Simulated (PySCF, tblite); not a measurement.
# C₇H₁₇O₅P: NMR shifts, part 2 of 2

tblite 0.8.0 and PySCF 2.14.0. Atoms count from 0. The steps go on from the part before.

## 6. NMR shifts: GIAO PBE0/pcSseg-1 in chloroform

Job settings and geometry (Å):

```
{"job": {"kind": "nmr", "xc": "PBE0", "basis": "pcSseg-1", "pop": false, "solvent": "chloroform"}, "charge": 0, "multiplicity": 1}
C      3.535258    -2.343178     0.413431
O      3.453675    -1.114694    -0.290147
P      2.516287     0.049557     0.283800
O      2.589610     0.276920     1.743188
O      2.917140     1.293800    -0.641530
C      4.031946     2.095089    -0.289652
O      1.089802    -0.354308    -0.312478
C     -0.067423     0.398053     0.048927
C     -1.280862    -0.275913    -0.543179
C     -2.569821     0.457729    -0.210995
C     -3.807057    -0.221937    -0.774239
C     -5.079641     0.543870    -0.452396
O     -3.844172    -1.524943    -0.235425
H      4.450120    -2.851373     0.082290
H      3.581657    -2.168719     1.499543
H      2.664638    -2.977506     0.182831
H      4.075400     2.247831     0.799770
H      3.913180     3.063208    -0.793437
H      4.967340     1.623076    -0.629862
H     -0.135798     0.456064     1.148583
H      0.039302     1.427379    -0.337186
H     -1.342344    -1.309070    -0.169579
H     -1.150153    -0.340707    -1.636691
H     -2.689155     0.529774     0.884780
H     -2.532907     1.491588    -0.595078
H     -3.692375    -0.270898    -1.878891
H     -5.212571     0.619146     0.638002
H     -5.963354     0.033067    -0.868480
H     -5.055579     1.560118    -0.874564
H     -4.608739    -1.980313    -0.601127
```

With the program's defaults for keys left out, this is: GIAO PBE0/pcSseg-1 NMR shielding, non-relativistic, IEF-PCM chloroform.

Log:

```text
start: PBE on a coarse grid of 24162 points
cycle   1  E = -992.9113829163  dE =  1.812e+00  |g| = 1.563e+00  |ddm| = 4.923e+00
cycle   2  E = -991.6718463441  dE =  1.240e+00  |g| = 2.943e+00  |ddm| = 3.693e+00
cycle   3  E = -993.3071539310  dE = -1.635e+00  |g| = 5.009e-01  |ddm| = 2.837e+00
cycle   4  E = -993.3518566296  dE = -4.470e-02  |g| = 1.713e-01  |ddm| = 4.549e-01
cycle   5  E = -993.3560888838  dE = -4.232e-03  |g| = 6.179e-02  |ddm| = 1.327e-01
cycle   6  E = -993.3568533523  dE = -7.645e-04  |g| = 1.602e-02  |ddm| = 5.377e-02
cycle   7  E = -993.3569072970  dE = -5.394e-05  |g| = 4.709e-03  |ddm| = 1.442e-02
final grid: 218141 points
cycle   8  E = -993.5964929457  dE = -9.022e-03  |g| = 6.767e-02  |ddm| = 3.231e-01
cycle   9  E = -993.5958057818  dE =  6.872e-04  |g| = 9.281e-02  |ddm| = 1.055e-01
cycle  10  E = -993.5973702294  dE = -1.564e-03  |g| = 9.652e-03  |ddm| = 6.198e-02
cycle  11  E = -993.5973860827  dE = -1.585e-05  |g| = 4.241e-03  |ddm| = 8.571e-03
cycle  12  E = -993.5973895371  dE = -3.454e-06  |g| = 1.335e-03  |ddm| = 3.243e-03
cycle  13  E = -993.5973887134  dE =  8.237e-07  |g| = 2.070e-04  |ddm| = 1.155e-03
cycle  14  E = -993.5973889513  dE = -2.379e-07  |g| = 6.437e-05  |ddm| = 1.950e-04
converged SCF energy = -993.5973889513

GIAO shielding tensors (ppm)
atom      isotropic    diamagn.    paramagn.     s11        s22        s33       span
  0 C      130.926     243.897    -112.970    101.169    106.850    184.760     83.592
  1 O      257.277     400.691    -143.414    176.478    252.652    342.700    166.222
  2 P      312.507     972.257    -659.749    244.525    245.735    447.261    202.736
  3 O      211.033     401.458    -190.426    194.076    205.883    233.140     39.064
  4 O      259.342     408.118    -148.776    183.101    251.422    343.503    160.402
  5 C      131.008     237.152    -106.144    101.042    106.683    185.300     84.258
  6 O      229.781     409.246    -179.465    166.397    200.923    322.023    155.626
  7 C      116.925     252.129    -135.204     84.365    102.957    163.453     79.088
  8 C      154.442     252.334     -97.892    132.370    158.835    172.121     39.751
  9 C      149.622     249.785    -100.163    134.974    143.523    170.369     35.395
 10 C      115.815     239.213    -123.397     96.328    107.593    143.525     47.197
 11 C      157.548     244.353     -86.805    137.848    148.397    186.400     48.553
 12 O      273.998     389.264    -115.265    245.990    267.544    308.460     62.470
 13 H       27.468      25.451       2.016     23.048     24.900     34.456     11.408
 14 H       27.293      27.834      -0.541     22.979     25.743     33.157     10.179
 15 H       27.531      31.564      -4.033     22.612     26.111     33.870     11.258
 16 H       27.310      25.285       2.025     22.788     25.810     33.331     10.543
 17 H       27.481      26.376       1.105     23.010     25.018     34.416     11.406
 18 H       27.567      23.417       4.150     22.800     25.356     34.545     11.744
 19 H       27.422      37.340      -9.918     21.490     28.738     32.038     10.548
 20 H       27.546      36.780      -9.234     21.416     29.173     32.048     10.632
 21 H       29.137      35.053      -5.916     23.144     31.667     32.602      9.458
 22 H       29.819      35.590      -5.772     24.684     31.100     33.671      8.987
 23 H       30.219      34.083      -3.864     25.533     31.395     33.728      8.195
 24 H       30.197      34.352      -4.155     24.560     31.646     34.385      9.825
 25 H       27.557      30.733      -3.176     25.196     26.197     31.279      6.082
 26 H       30.135      27.236       2.899     26.590     28.846     34.969      8.379
 27 H       29.946      24.641       5.306     26.005     27.345     36.489     10.484
 28 H       30.116      26.552       3.565     25.634     28.311     36.403     10.769
 29 H       30.461      30.066       0.395     21.412     26.467     43.503     22.092
```

Run time: 9.8 s. Hardware: 2 threads of AMD EPYC 9R45, shared host; peak memory 1.2 GiB.

## 7. Summary of results

What follows sums up all 2 parts.

```
                                                              quantity                                                                 value
                                                           point group                                                                    C1
                                  rotational constants (main isotopes)                                                  1.47, 0.24, 0.22 GHz
                                ¹³C shifts against TMS (PBE0/pcSseg-2)                          71.8, 69.5, 54.3, 54.2, 37.1, 31.7, 28.5 ppm
¹H shifts against TMS (PBE0/pcSseg-2, means over atoms taken as alike)  3.88, 3.75, 3.66, 3.63, 3.58, 2.30, 1.42, 1.13, 1.11, 1.09, 0.34 ppm
                                ¹⁷O shifts against H2O (PBE0/pcSseg-2)                                    125.7, 105.4, 76.3, 74.5, 66.8 ppm
                              ³¹P shifts against H3PO4 (PBE0/pcSseg-2)                                                              -3.4 ppm
                              measured, and computed on the same scale                                                    P2 δ 1.2, -3.4 ppm
```

In words: Over 7 steps the energy fell by 0.083 eV; of the close pairs, C11–H28 changed most, 1.087 to 1.101 Å (PBE0/def2-SVP). At PBE0/pcSseg-2: Shielding is most anisotropic at P2 (span 215 ppm, paramagnetic term -666 ppm). The one measured ³¹P shift is missed by -4.6 ppm (computed less measured, unscaled). Vibration, temperature and solvent are missing from the calculation, and it holds one conformer, so part of the miss against the measured shifts is not the functional's.
